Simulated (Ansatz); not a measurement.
# NiMoIrPdW (P-3m1) in Ansatz: single point with PBE

Aim: the single point of NiMoIrPdW with PBE.

Everything below comes from runs of Ansatz 0.2.0. Logs are shortened: lines on timing, memory, paths and dates and some standing lists are left out, and cuts for length are marked.

## (1) Starting point

The structure is trigonal, space group P-3m1 (No. 164). The conventional cell has a = 2.771 Å, b = 2.771 Å, c = 22.020 Å, α = 90.00°, β = 90.00°, γ = 120.00°. Ni (site symmetry 3m) has 3 Mo at 2.55 Å and 3 Pd at 2.65 Å and 6 Ni at 2.77 Å as nearest neighbours. Mo (site symmetry 3m) is surrounded by 3 Ni at 2.55 Å and 3 Ir at 2.76 Å and 6 Mo at 2.77 Å. Pd (site symmetry 3m) is surrounded by 3 Ni at 2.65 Å and 9 Pd at 2.77 to 2.84 Å. Ir (site symmetry 3m) is surrounded by 3 Mo at 2.76 Å and 3 W at 2.77 Å and 6 Ir at 2.77 Å. W (site symmetry 3m) has 3 Ir at 2.77 Å and 9 W at 2.77 to 2.93 Å as nearest neighbours.

The cell was built by a generator and needn't be a form met in nature.

## (2) Single point, PBE, collinear spin, ferromagnetic start

The input, input.yaml:

```yaml
crystal:
  lattice:
    - [2.77085, 0.0, 0.0]
    - [-1.38543, 2.39963, 0.0]
    - [0.0, 0.0, 22.01961]
  atoms:
    - { symbol: Ni, position: [0.33333, 0.66667, 0.85081], spin: 1.0 }
    - { symbol: Ni, position: [0.66667, 0.33333, 0.14919], spin: 1.0 }
    - { symbol: Mo, position: [0.66667, 0.33333, 0.76059], spin: 1.0 }
    - { symbol: Mo, position: [0.33333, 0.66667, 0.23941], spin: 1.0 }
    - { symbol: Pd, position: [0.33333, 0.66667, 0.05329] }
    - { symbol: Pd, position: [0.66667, 0.33333, 0.94671] }
    - { symbol: Ir, position: [0.33333, 0.66667, 0.65827], spin: 0.6 }
    - { symbol: Ir, position: [0.66667, 0.33333, 0.34173], spin: 0.6 }
    - { symbol: W, position: [0.33333, 0.66667, 0.44418] }
    - { symbol: W, position: [0.66667, 0.33333, 0.55582] }
hamiltonian:
  xc: pbe
  pseudopotentials: { kind: paw, level: accurate }
magnetization:
  spin_polarized: true
kpoints:
  mp_grid: { grid: [11, 11, 2] }
scf:
  occupations: { method: fermi_dirac, width: 0.05 }
output:
  forces: true
  stress: true
  eigenvalues: true
```

Potentials or basis: Ansatz PAW earlier set.

Started as:

```console
> ansatz run input.yaml --threads 8 --pin off --max-ram 20480MiB --backend cpu --events-out ev --progress --plain --runs-dir out
```

Log:

```text
Warning: the atoms were moved onto the symmetric positions of the space group found under crystal.symmetry.tolerance 1.0e-5 (fractional; no operation is sought that the atoms, as they stand in a round, miss by more than twice it, and no atom is moved by as much as it), and the run uses the moved positions. Before a round's move an operation carried an atom to 2.77e-5 Å from where it should land, the largest such distance. Atom 0 (counting from 0) moved farthest, by 1.60e-5 Å; the longest move in fractions of the cell, of whichever atom, is 0.47 of the tolerance, in 1 round. To run the atoms as typed, lower crystal.symmetry.tolerance until the operations that they miss are no longer found, or set crystal.symmetry.detect: false (a key that needs symmetry detection or time reversal refuses this as the deck is read). The positions used, in the order of the run's atom list: position: [0.3333333333333333, 0.6666666666666666, 0.85081]; position: [0.6666666666666666, 0.3333333333333333, 0.14919]; position: [0.6666666666666666, 0.3333333333333333, 0.76059]; position: [0.3333333333333333, 0.6666666666666666, 0.23941]; position: [0.3333333333333333, 0.6666666666666666, 0.05329]; position: [0.6666666666666666, 0.3333333333333333, 0.94671]; position: [0.3333333333333333, 0.6666666666666666, 0.65827]; position: [0.6666666666666666, 0.3333333333333333, 0.34173]; position: [0.3333333333333333, 0.6666666666666666, 0.44418]; position: [0.6666666666666666, 0.3333333333333333, 0.55582]; The lattice was moved too: crystal.lattice keeps the space group found at crystal.symmetry.tolerance 1.0e-5 only nearly: the operation that it misses by the most changes a squared length by the fraction 4.62e-6. The run uses the lattice that is a stretch of the typed one, with no rotation, onto the one that keeps every operation to a double's rounding (on a very oblique basis the stretch itself rounds by more); the deck's lattice vector that moved farthest moved by 3.53e-6 Å. To run the lattice as typed, set crystal.symmetry.tolerance under 4.49e-7, the least fraction by which an operation that the lattice misses changes a squared length (the same key also sets how far an atom may lie from its image, so lowering it can lose operations that the atoms keep only within it), or set crystal.symmetry.detect: false, as for the atoms. crystal.lattice made exact, in Å and degrees: [[2.7708520264577463, 2.8867513459737068e-6, 0.0], [-1.3854285132288733, 2.399626801664327, 0.0], [0.0, 0.0, 22.01961]]. Pasted over the deck's crystal.lattice, beside positions in fractional coordinates, it runs the same cell (given as lengths and angles, that cell in the form's own orientation, a rigid turn of the misfit's size from the one run here, for which a checkpoint.post_process_only pass over this run's state can be refused: where this run relaxes nothing, give such a pass this deck's own crystal.lattice, as typed; behind a relaxation, as crystal.lattice, the state's own cell, identity.cell in its checkpoint.json), and a matrix so pasted ends this notice, except on a very skew basis of the lattice, where the rounding of the pasted numbers themselves can read as a misfit: the cell is then moved again, and that move is told again. The lattice as run is in this notice's lattice.as_run_ang field (Run.prep()["deck_notices"] in Python, the deck_notice line of an events file, deck_notices of ansatz run --dry-run=json, or deck_notices in record.json in the deck's checkpoint.write directory).
Warning: RAYON_NUM_THREADS=8 ignored (pool sized by the plan → 8); use --threads N
[... 143 lines left out ...]
  k-point 2 ↑: bands = ["-80.3185", "-80.3185", "-69.7293", "-69.7293", "-61.2704", "-61.2534", "-51.0313", "-50.9956", "-40.9066", "-40.9066", "-40.5958", "-40.5958", "-40.5929", "-40.5929", "-38.2551", "-38.2551", "-34.0622", "-34.0622", "-34.0469", "-34.0469", "-34.0468", "-34.0468", "-34.0449", "-34.0449", "-34.0381", "-34.0381", "-34.0254", "-34.0254", "-34.0253", "-34.0253", "-27.0359", "-26.8961", "-26.8686", "-26.8577", "-26.8547", "-26.8370", "-26.5509", "-26.5508", "-26.3373", "-26.3373", "-26.3072", "-26.3072", "-15.5747", "-15.1265", "-14.7420", "-14.6962", "-14.6733", "-14.6203", "-12.4132", "-12.4132", "-11.7606", "-11.7606", "-11.6829", "-11.6829", "-5.2161", "-5.2123", "-5.2111", "-5.2110", "-5.2099", "-5.2056", "-5.1974", "-5.1959", "-5.1907", "-5.1891", "-5.1888", "-5.1880", "-5.1338", "-5.1334", "13.6247", "14.1347", "15.4777", "15.9205", "16.1580", "16.4993", "17.1271", "17.6452", "18.0793", "18.1487", "19.3710", "19.4100", "19.7696", "19.8550", "19.8687", "19.8718", "19.9196", "19.9553", "20.0466", "20.2252", "20.2295", "20.3759", "20.4576", "20.7183", "20.8110", "20.8223", "20.9086", "20.9438", "20.9612", "21.1111", "21.1911", "21.1989", "21.2185", "21.2475", "21.2993", "21.3193", "21.6704", "21.7379", "21.8289", "21.8558", "22.0732", "22.2559", "22.2872", "22.3736", "22.5507", "22.6922", "22.8109", "23.0243", "23.1441", "23.1917", "23.2868", "24.0456", "25.1181", "25.1975", "25.2928", "25.5681", "25.8317", "25.9331", "26.6522", "27.2055", "31.0530", "32.9298", "33.7113", "35.7353", "35.8143", "36.3555"]
  k-point 31 ↓: bands = ["-80.3135", "-80.3135", "-69.6952", "-69.6952", "-61.2284", "-61.2266", "-50.9088", "-50.9051", "-40.8982", "-40.8982", "-40.6316", "-40.6316", "-40.6219", "-40.6219", "-38.0593", "-38.0593", "-34.0604", "-34.0604", "-34.0492", "-34.0492", "-34.0486", "-34.0486", "-34.0446", "-34.0446", "-34.0406", "-34.0406", "-34.0246", "-34.0246", "-34.0241", "-34.0241", "-27.0888", "-27.0730", "-27.0337", "-27.0070", "-26.9176", "-26.9041", "-26.6840", "-26.6840", "-26.5902", "-26.5902", "-26.4804", "-26.4804", "-15.5849", "-15.5394", "-15.3714", "-15.2999", "-15.1367", "-15.1012", "-12.6093", "-12.6093", "-12.3774", "-12.3774", "-12.2159", "-12.2159", "-5.2182", "-5.2115", "-5.2112", "-5.2082", "-5.2044", "-5.2028", "-5.2016", "-5.1980", "-5.1920", "-5.1912", "-5.1826", "-5.1818", "-5.1483", "-5.1482", "17.5258", "17.5651", "17.8018", "17.9991", "18.2378", "18.3003", "18.4215", "18.4429", "18.6358", "18.8582", "18.8691", "18.9892", "19.1242", "19.1462", "19.1882", "19.5535", "19.6211", "19.6418", "19.6975", "19.8255", "20.2669", "20.3216", "20.4238", "20.4447", "20.5567", "20.5974", "20.6199", "20.6246", "21.0139", "21.0345", "21.2119", "21.5078", "21.7937", "22.1718", "22.2108", "22.3129", "22.4523", "22.5684", "22.6099", "22.8552", "22.8812", "23.1571", "23.8026", "24.2788", "24.3014", "24.6072", "24.6094", "24.9889", "25.9242", "26.3402", "27.3201", "27.6306", "27.7139", "27.7250", "28.8959", "28.9514", "29.2922", "29.3407", "29.7577", "29.8515", "30.6473", "30.7793", "31.2221", "31.3632", "32.1049", "32.1723"]
```

It took 4 min on 8 threads of Arm Neoverse V1, shared host; peak memory 5.5 GiB.

What came out:

- Free energy: -114354.1480 eV
- Pressure: 0.1 GPa
- Largest force: 0.093 eV/Å
- Band gap on the k mesh: none (metal or under the smearing width)
- Net moment: 0.00 μB per cell
- Absolute moment: 0.00 μB per cell

Forces on the atoms (eV/Å):
```
Ni   0.000  0.000  0.055
Ni   0.000  0.000 -0.055
Mo   0.000  0.000 -0.077
Mo   0.000  0.000  0.077
Pd   0.000  0.000  0.015
Pd   0.000  0.000 -0.015
Ir   0.000  0.000 -0.015
Ir   0.000  0.000  0.015
W    0.000  0.000 -0.093
W    0.000  0.000  0.093
```

Caveat: the starting moments weren't kept.
